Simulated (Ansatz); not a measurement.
Geometry optimisation, Ansatz, DFT PBEsol, scalar-relativistic, plane waves, PAW.

Input file:

```yaml
crystal:
  lattice:
    - [5.8078, 0.0, 0.0]
    - [0.0, 5.6586, 0.0]
    - [0.0, 0.0, 16.191419]
  atoms:
    - { symbol: W, position: [0.0, 0.0, 0.0617611] }
    - { symbol: C, position: [0.0, 0.25, 0.1653078] }
    - { symbol: W, position: [0.25, 0.0, 0.2170811] }
    - { symbol: C, position: [0.25, 0.25, 0.3206278] }
    - { symbol: W, position: [0.0, 0.5, 0.0617611] }
    - { symbol: C, position: [0.0, 0.75, 0.1653078] }
    - { symbol: W, position: [0.25, 0.5, 0.2170811] }
    - { symbol: C, position: [0.25, 0.75, 0.3206278] }
    - { symbol: W, position: [0.5, 0.0, 0.0617611] }
    - { symbol: C, position: [0.5, 0.25, 0.1653078] }
    - { symbol: W, position: [0.75, 0.0, 0.2170811] }
    - { symbol: C, position: [0.75, 0.25, 0.3206278] }
    - { symbol: W, position: [0.5, 0.5, 0.0617611] }
    - { symbol: C, position: [0.5, 0.75, 0.1653078] }
    - { symbol: W, position: [0.75, 0.5, 0.2170811] }
    - { symbol: C, position: [0.75, 0.75, 0.3206278] }
    - { symbol: Hf, position: [0.578629, 0.0661008, 0.4515613] }
basis:
  ecutwfc: 420.0
kpoints:
  mp_grid: { grid: [4, 4, 1] }
hamiltonian:
  xc: pbesol
  pseudopotentials: { kind: paw, azcp: { folder: soft_1 } }
scf:
  occupations: { method: gaussian, width: 0.05 }
  lower_state_search: "off"
relax:
  f_tol: 0.03
  max_steps: 60
  adjacent_minimum: "off"
  constraints: [{ sites: [0, 4, 8, 12] }]
```

Command:

```bash
$ ansatz run input.yaml --threads 4 --pin off --max-ram 10240MiB --backend cpu --events-out ev --progress --plain --runs-dir out
```

Where does it end, and by what steps?

It converged. Limits of this set-up: coarse k mesh, thin slab, slab without dipole correction, PAW files made for another functional. After 14 steps the energy has fallen by 12.061 eV; Hf17 moved furthest, 1.28 Å. Joined: C4–C12 (2.90 → 1.50 Å), C8–C16 (2.90 → 1.50 Å), C8–Hf17 (3.37 → 2.08 Å).

| step | energy less start (eV) | largest force component (eV/Å) | accepted |
| --- | --- | --- | --- |
| 0 | 0.0000 | 7.032 | yes |
| 1 | -1.9398 | 7.642 | yes |
| 2 | -3.7710 | 7.483 | yes |
| 3 | -5.4220 | 6.163 | yes |
| 4 | -6.8560 | 4.413 | yes |
| 5 | -8.0527 | 2.668 | yes |
| 6 | -9.0347 | 1.395 | yes |
| 7 | -10.0486 | 1.466 | yes |
| 8 | -10.9533 | 1.813 | yes |
| 9 | -11.5578 | 2.449 | yes |
| 10 | -11.8561 | 0.949 | yes |
| 11 | -11.7598 | 1.305 | no |
| 12 | -12.0476 | 0.252 | yes |
| 13 | -12.0601 | 0.106 | yes |
| 14 | -12.0609 | 0.009 | yes |

```xyz
17
Lattice="5.8078 0.0000 0.0000 0.0000 5.6586 0.0000 0.0000 0.0000 16.1914" Properties=species:S:1:pos:R:3
W 0.000 0.000 1.000
C 0.000 1.405 2.599
W 1.504 0.000 3.449
C 2.157 1.501 4.952
W 0.000 2.829 1.000
C -0.001 4.254 2.599
W 1.507 2.829 3.449
C 2.153 4.158 4.953
W 2.904 0.000 1.000
C 2.904 1.407 2.520
W 4.303 0.000 3.449
C 3.655 1.501 4.953
W 2.904 2.829 1.000
C 2.903 4.252 2.520
W 4.301 2.829 3.448
C 3.650 4.158 4.951
Hf 2.904 0.000 6.180
```

Run time: 2.8 min on 4 threads of Arm Neoverse V2, on a shared host, peak memory 1.5 GiB.
